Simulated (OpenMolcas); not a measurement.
**Ir⁴⁺ among point charges: CASSCF and CASPT2 levels and susceptibility**

How does a field of 4 point charges split the states of Ir⁴⁺, and what χT follows?

Program: OpenMolcas 26.06. Level of theory: state-averaged CASSCF and CASPT2, spin-orbit coupling by RASSI with atomic mean-field integrals. These are calculated values, not measurements, unless marked.

**1. Starting point**

* Species: Ir⁴⁺ (iridium, Z = 77, 73 electrons)
* Basis: ANO-RCC-VDZP [7s6p4d2f], 59 functions
* Scalar Hamiltonian: DKH2, point nucleus
* Inactive shells: 1s 2s 2p 3s 3p 3d 4s 4p 4d 4f 5s 5p
* Active space: 5 electrons in 5 orbitals (5d)
* Some configurations of this space: 5d⁵
* Orbitals: optimised for each spin and parity, averaged over all roots

The outer shells:

5d5
```
5d [↑ ][↑ ][↑ ][↑ ][↑ ]
```

The ion sits among 4 point charges of -2.5 e arranged as a square (D4h), 2.11 Å from the ion.

Each step is its own input file, run in one work folder so that later steps find the files of earlier ones. Labels, J, g values, rates, χT and fits are worked out afterwards by a script from the matrices that RASSI stores. The input lists half of the charges; inversion (Group=XYZ) makes the rest.

**2. GATEWAY and SEWARD: basis and integrals**

Input file a.inp:

```
&GATEWAY
Coord
1

Ir 0.0 0.0 0.0
Basis=ANO-RCC-VDZP
Group=XYZ
NoMove
AngMom=0.0 0.0 0.0
AMFI
XField
2 Angstrom 0
2.110000 0.000000 0.000000 -2.500000
0.000000 2.110000 0.000000 -2.500000
&SEWARD
```

Command:

```bash
$ OMP_NUM_THREADS=1 MOLCAS_MEM=1689 MOLCAS_PROJECT=a pymolcas a.inp > a.log
```

Output:

```text
Basis set label: IR.ANO-RCC...7S6P4D2F.

      Electronic valence basis set:
      ------------------
      Associated Effective Charge  77.000000 au
      Associated Actual Charge     77.000000 au
      Nuclear Model: Point charge

      Shell  nPrim  nBasis  Cartesian Spherical Contaminant
         s      24       7        X
         p      21       6        X
         d      15       4                 X
         f      11       2                 X
                  Relativistic Douglas-Kroll-Hess integrals:
                    - DKH order of Hamiltonian: 2
                    - DKH order of Properties : 0
                  Atomic mean-field integrals
```

**3. Reference wave functions, sextets of even parity, 1 root**

Input file a.inp:

```
&RASSCF
FileOrb=start.orb
Symmetry=1
Spin=6
nActEl=5 0 0
Inactive=15 19
Ras2=5 0
CIRoot=1 1 1
SDav=1
CIMx=300
Iter=120 100
PrWF=0.3
OrbListing=Nothing
MaxOrb=0
>>> COPY $Project.JobIph JOB001
```

start.orb holds the contracted functions of the basis, ordered by shell, or the orbitals of the step before.

Output (excerpt; [...] marks lines left out):

```text
[...]
      Number of active orbitals                  5
[...]
      Spin quantum number                      2.5
[...]
      Active orbitals                            5   0
[...]
      Number of CSFs                             1
      Number of root(s) required                 1
[...]
      Convergence after  9 iterations
[...]
      Natural orbitals and occupation numbers for root  1
      sym 1:   1.000000   1.000000   1.000000   1.000000   1.000000
::    RASSCF root number  1 Total energy: -17817.38208717
```

**4. Reference wave functions, quartets of even parity, 24 roots**

Input file a.inp:

```
&RASSCF
FileOrb=start.orb
Symmetry=1
Spin=4
nActEl=5 0 0
Inactive=15 19
Ras2=5 0
CIRoot=24 24 1
SDav=24
CIMx=300
Iter=120 100
PrWF=0.3
OrbListing=Nothing
MaxOrb=0
>>> COPY $Project.JobIph JOB002
```

Output (excerpt; [...] marks lines left out):

```text
[...]
      Number of active orbitals                  5
[...]
      Spin quantum number                      1.5
[...]
      Active orbitals                            5   0
[...]
      Number of CSFs                            24
      Number of root(s) required                24
[...]
      Convergence after  7 iterations
[...]
      Natural orbitals and occupation numbers for root  1
      sym 1:   1.000000   1.000000   1.963249   1.000000   0.036751
      Natural orbitals and occupation numbers for root  2
      sym 1:   0.996277   0.054896   1.018006   0.989652   1.941169
      Natural orbitals and occupation numbers for root  3
      sym 1:   0.996277   0.989652   1.018006   1.941169   0.054896
::    RASSCF root number  1 Total energy: -17817.34906729
::    RASSCF root number  2 Total energy: -17817.32973175
::    RASSCF root number  3 Total energy: -17817.32973175
[...]
::    RASSCF root number 21 Total energy: -17817.09843188
::    RASSCF root number 22 Total energy: -17817.09843188
::    RASSCF root number 23 Total energy: -17817.09678902
::    RASSCF root number 24 Total energy: -17817.05509491
```

**5. CASSCF: doublets of even parity, 75 roots**

Input file a.inp:

```
&RASSCF
FileOrb=start.orb
Symmetry=1
Spin=2
nActEl=5 0 0
Inactive=15 19
Ras2=5 0
CIRoot=75 75 1
SDav=75
CIMx=300
Iter=120 100
PrWF=0.3
OrbListing=Nothing
MaxOrb=0
>>> COPY $Project.JobIph JOB003
```

Output (excerpt; [...] marks lines left out):

```text
[...]
      Number of active orbitals                  5
[...]
      Spin quantum number                      0.5
[...]
      Active orbitals                            5   0
[...]
      Number of CSFs                            75
      Number of root(s) required                75
[...]
      Convergence after  7 iterations
[...]
      Natural orbitals and occupation numbers for root  1
      sym 1:   0.177713   1.006604   1.851782   1.851782   0.112119
      Natural orbitals and occupation numbers for root  2
      sym 1:   0.307278   0.968223   1.836647   1.765432   0.122421
      Natural orbitals and occupation numbers for root  3
      sym 1:   0.307278   1.836647   1.765432   0.968223   0.122421
::    RASSCF root number  1 Total energy: -17817.27774296
::    RASSCF root number  2 Total energy: -17817.27758560
::    RASSCF root number  3 Total energy: -17817.27758560
[...]
::    RASSCF root number 27 Total energy: -17817.20634017
::    RASSCF root number 28 Total energy: -17817.20145440
::    RASSCF root number 29 Total energy: -17817.19216335
::    RASSCF root number 30 Total energy: -17817.19216335
```

**6. RASSI: spin-orbit coupling between the states**

Input file a.inp:

```
&RASSI
NrOfJobIphs=3 1 24 75
1
1 2 3 4 5 6 7 8 9 10 11 12 13 14 15 16 17 18 19 20 21 22 23 24
1 2 3 4 5 6 7 8 9 10 11 12 13 14 15 16 17 18 19 20 21 22 23 24 25 26 27
28 29 30 31 32 33 34 35 36 37 38 39 40 41 42 43 44 45 46 47 48 49 50 51
52 53 54 55 56 57 58 59 60 61 62 63 64 65 66 67 68 69 70 71 72 73 74 75
IphNames
JOB001
JOB002
JOB003
EJob
SpinOrbit
DIPRint=1.0
SOCoupling=1000.0
Subsets=2
Property=9
'ANGMOM' 1 'ANGMOM' 2 'ANGMOM' 3 'MLTPL  1' 1 'MLTPL  1' 2 'MLTPL  1' 3
'AMFI' 1 'AMFI' 2 'AMFI' 3
SOProperty=3
'ANGMOM' 1 'ANGMOM' 2 'ANGMOM' 3
```

Command:

```bash
$ OMP_NUM_THREADS=1 MOLCAS_MEM=1689 MOLCAS_PROJECT=a pymolcas a.inp > a.log
```

Output:

```text
SPIN-FREE ENERGIES:
  (Shifted by EMIN (a.u.) =     -17817.3820871710)

 SF State       Relative EMIN(au)   Rel lowest level(eV)    D:o, cm**(-1)      L_eff

     1             0.0000000000        0.0000000000              0.0000         0.0
     2             0.0330198816        0.8985167519           7247.0263         3.1
     3             0.0523554169        1.4246634707          11490.6858         3.1
     4             0.0523554169        1.4246634707          11490.6858         3.1
     5             0.0674424045        1.8352013169          14801.8969         3.2
     6             0.0867425854        2.3603859957          19037.7970         2.8
     7             0.0867425854        2.3603859957          19037.7970         2.8
     8             0.0937716592        2.5516568385          20580.5003         3.3
    26             0.1043442134        2.8393506942          22900.9078         3.8
    27             0.1045015690        2.8436325577          22935.4433         4.2
    28             0.1045015690        2.8436325577          22935.4433         4.2
    29             0.1061504480        2.8885008396          23297.3304         4.6
    30             0.1066067498        2.9009174452          23397.4771         4.5
     9             0.1081906158        2.9440166335          23745.0955         3.6
    10             0.1081906158        2.9440166335          23745.0955         3.6
    31             0.1113453113        3.0298602735          24437.4712         4.1
    32             0.1170438070        3.1849242392          25688.1464         4.6
    33             0.1170438070        3.1849242392          25688.1464         4.6
    34             0.1202494592        3.2721544790          26391.7057         4.9
    11             0.1208496623        3.2884868388          26523.4351         4.0
    12             0.1233781342        3.3572900631          27078.3705         3.6
    35             0.1263646627        3.4385576443          27733.8378         3.4
    36             0.1263646627        3.4385576443          27733.8378         3.4
    13             0.1407864491        3.8309944450          30899.0540         3.1
    14             0.1417101790        3.8561304167          31101.7893         3.0
    37             0.1434662285        3.9039149581          31487.1976         3.3
    38             0.1435204150        3.9053894474          31499.0902         3.9
    39             0.1436243013        3.9082163372          31521.8906         4.8
    40             0.1436243013        3.9082163372          31521.8906         4.8
    15             0.1437692571        3.9121607841          31553.7047         2.4
    41             0.1443539742        3.9280717472          31682.0353         4.5
    42             0.1516160583        4.1256831225          33275.8785         4.4
    43             0.1536773250        4.1817730486          33728.2743         5.0
    44             0.1536773250        4.1817730486          33728.2743         5.0
    45             0.1541956125        4.1958763689          33842.0252         5.3
    46             0.1630080959        4.4356762600          35776.1418         5.3
    47             0.1662881416        4.5249308492          36496.0286         4.8
    16             0.1681072770        4.5744320440          36895.2826         2.3
    48             0.1702519796        4.6327923752          37365.9905         5.3
    49             0.1722247291        4.6864736246          37798.9589         5.0
Eigenvalues of complex Hamiltonian:
   -----------------------------------
  (Shifted by EMIN (a.u.) =     -17817.3820871710)

 SO State       Relative EMIN(au)   Rel lowest level(eV)    D:o, cm**(-1)     J-value

     1            -0.0274179108        0.0000000000              0.0000         2.5
     2            -0.0274179108        0.0000000000              0.0000         2.5
     3            -0.0225788672        0.1316770868           1062.0473         2.2
     4            -0.0225788672        0.1316770868           1062.0473         2.2
     5            -0.0178958665        0.2591080259           2089.8472         1.3
     6            -0.0178958665        0.2591080259           2089.8472         1.3
     7             0.0012782301        0.7808617744           6298.0750         2.8
     8             0.0012782301        0.7808617744           6298.0750         2.8
     9             0.0102980998        1.0263049340           8277.7075         3.4
    10             0.0102980998        1.0263049340           8277.7075         3.4
    11             0.0183035652        1.2441447443          10034.7041         2.5
    12             0.0183035652        1.2441447443          10034.7041         2.5
    13             0.0336267900        1.6611109319          13397.7632         2.9
    14             0.0336267900        1.6611109319          13397.7632         2.9
    15             0.0376541811        1.7707018268          14281.6734         2.9
    16             0.0376541811        1.7707018268          14281.6734         2.9
    17             0.0391791405        1.8121980863          14616.3633         2.9
    18             0.0391791405        1.8121980863          14616.3633         2.9
    19             0.0557095325        2.2620129677          18244.3650         2.6
    20             0.0557095325        2.2620129677          18244.3650         2.6
    21             0.0576832923        2.3157217096          18677.5552         3.2
    22             0.0576832923        2.3157217096          18677.5552         3.2
    23             0.0646731639        2.5059258059          20211.6547         3.0
    24             0.0646731639        2.5059258059          20211.6547         3.0
    25             0.0647143063        2.5070453457          20220.6844         2.0
    26             0.0647143063        2.5070453457          20220.6844         2.0
    27             0.0684288399        2.6081229546          21035.9303         2.2
    28             0.0684288399        2.6081229546          21035.9303         2.2
    29             0.0693688336        2.6337014856          21242.2350         3.1
    30             0.0693688336        2.6337014856          21242.2350         3.1
    31             0.0733654280        2.7424543596          22119.3861         3.3
    32             0.0733654280        2.7424543596          22119.3861         3.3
    33             0.0801303180        2.9265363948          23604.1079         3.3
    34             0.0801303180        2.9265363948          23604.1079         3.3
    35             0.0819334720        2.9756027143          23999.8544         3.7
    36             0.0819334720        2.9756027143          23999.8544         3.7
    37             0.0852013739        3.0645268545          24717.0760         4.4
    38             0.0852013739        3.0645268545          24717.0760         4.4
    39             0.0886330632        3.1579078798          25470.2448         2.4
    40             0.0886330632        3.1579078798          25470.2448         2.4
    41             0.0900480198        3.1964108081          25780.7918         2.7
Weights of the five most important spin-orbit-free states for each spin-orbit state.

 SO State  Total energy (au)           Spin-free states, spin, and weights
 -------------------------------------------------------------------------------------------------------
    1        -0.027418       1 2.5  0.6073    4 1.5  0.0561    3 1.5  0.0561    8 1.5  0.0509    2 1.5  0.0412
    2        -0.027418       1 2.5  0.6073    4 1.5  0.0561    3 1.5  0.0561    8 1.5  0.0509    2 1.5  0.0412
    3        -0.022579       1 2.5  0.7481    8 1.5  0.0386    3 1.5  0.0376    4 1.5  0.0376    2 1.5  0.0245
    4        -0.022579       1 2.5  0.7481    8 1.5  0.0386    3 1.5  0.0376    4 1.5  0.0376    2 1.5  0.0245
    5        -0.017896       1 2.5  0.8529    4 1.5  0.0270    3 1.5  0.0270   18 1.5  0.0165   17 1.5  0.0165
    6        -0.017896       1 2.5  0.8529    4 1.5  0.0270    3 1.5  0.0270   18 1.5  0.0165   17 1.5  0.0165
    7         0.001278       2 1.5  0.4846    1 2.5  0.1784    5 1.5  0.1343    3 1.5  0.0227    4 1.5  0.0227
    8         0.001278       2 1.5  0.4846    1 2.5  0.1784    5 1.5  0.1343    3 1.5  0.0227    4 1.5  0.0227
    9         0.010298       2 1.5  0.6015    1 2.5  0.0948    3 1.5  0.0787    4 1.5  0.0787    5 1.5  0.0353
   10         0.010298       2 1.5  0.6015    1 2.5  0.0948    3 1.5  0.0787    4 1.5  0.0787    5 1.5  0.0353
   11         0.018304       4 1.5  0.2888    3 1.5  0.2888    6 1.5  0.0736    7 1.5  0.0736    1 2.5  0.0677
   12         0.018304       4 1.5  0.2888    3 1.5  0.2888    6 1.5  0.0736    7 1.5  0.0736    1 2.5  0.0677
```

These steps: 26 s of run time, 1 thread of Arm Neoverse V1, shared host.

Spin-free states, with their symmetry labels:

```csv
state,degeneracy,E (cm-1),free-ion L (%)
6A1,1,0,S (100)
4B1,1,7247,F (40)
4E,2,11491,G (41)
4B2,1,14802,G (44)
4E,2,19038,G (33)
4A2,1,20581,G (66)
2A1,1,22901,G (43)
2E,2,22935,G (34)
2A2,1,23297,G (31)
2A1,1,23397,G (36)
4E,2,23745,G (79)
2B1,1,24437,G (32)
2E,2,25688,I (33)
2B2,1,26392,I (42)
4A1,1,26523,G (99)
4A1,1,27078,G (82)
2E,2,27734,F (61)
4B1,1,30899,G (50)
4B2,1,31102,D (52)
2B2,1,31487,D (45)
2A2,1,31499,F (55)
2E,2,31522,I (48)
4A1,1,31554,D (81)
2A1,1,31682,I (44)
```

With spin-orbit coupling:

```tsv
E (cm-1)	Degeneracy	Label	2S+1	g
0.0	2	E1/2	6	1.60 5.28 5.28
1062	2	E3/2	6	1.78 1.78 4.88
2090	2	E3/2	6	1.75 1.75 8.92
6298	2	E1/2	4	1.38 1.66 1.66
8278	2	E3/2	4	0.06 4.46 4.46
10035	2	E1/2	4	1.20 1.20 3.87
13398	2	E3/2	4	1.70 1.70 1.93
14282	2	E3/2	4	0.60 1.19 1.19
14616	2	E1/2	4	0.38 0.38 5.55
18244	2	E3/2	4	2.37 2.37 3.28
18678	2	E1/2	4	1.83 1.83 3.79
20212	2	E1/2	4	0.66 0.66 2.81
20221	2	E3/2	4	0.32 0.32 2.06
21036	2	E1/2	4	0.05 0.05 3.79
21242	2	E1/2	4	0.59 0.59 5.53
22119	2	E3/2	4	0.52 2.58 2.58
23604	2	E1/2	4	1.84 2.44 2.44
24000	2	E3/2	4	0.72 2.38 2.38
24717	2	E1/2	2	0.23 3.76 3.76
25470	2	E3/2	4	1.88 1.88 2.86
25781	2	E1/2	4	1.34 1.48 1.48
26883	2	E3/2	2	0.71 0.71 0.72
26939	2	E1/2	2	0.68 2.61 2.61
28213	2	E1/2	4	0.66 0.66 2.78
```

The table of states holds 24 of 76 computed; the rest, higher up, is left out. Principal g values are given for doublets only; a zero marks a field direction without first-order Zeeman splitting.

Powder χT (cm³ K/mol): 1.83 at 2 K, 1.83 at 5 K, 1.85 at 10 K, 1.87 at 20 K, 1.93 at 50 K, 2.04 at 100 K, 2.15 at 150 K, 2.25 at 200 K, 2.36 at 250 K, 2.46 at 300 K.

Orbitals of the lowest block (energies include the constant potential of the surroundings):

```csv
shell,space,energy (hartree),mean occupation,⟨r²⟩ (bohr²)
1s,inactive,-2805.4782,2.000,0.000388
2s,inactive,-495.9324,2.000,0.00633
2p,inactive,-432.8000,6.000,0.00529
3s,inactive,-117.8432,2.000,0.0413
3p,inactive,-98.9381,6.000,0.0421
3d,inactive,-77.1181,10.000,0.0352
4s,inactive,-25.8240,2.000,0.203
4p,inactive,-19.4780,6.000,0.229
4d,inactive,-11.3299,10.000,0.264
4f,inactive,-2.2690,14.000,0.341
5s,inactive,-3.4475,2.000,1.10
5p,inactive,-1.6606,6.000,1.42
5d,RAS2,,5.000,2.59
```

[end of part 1 of 2]
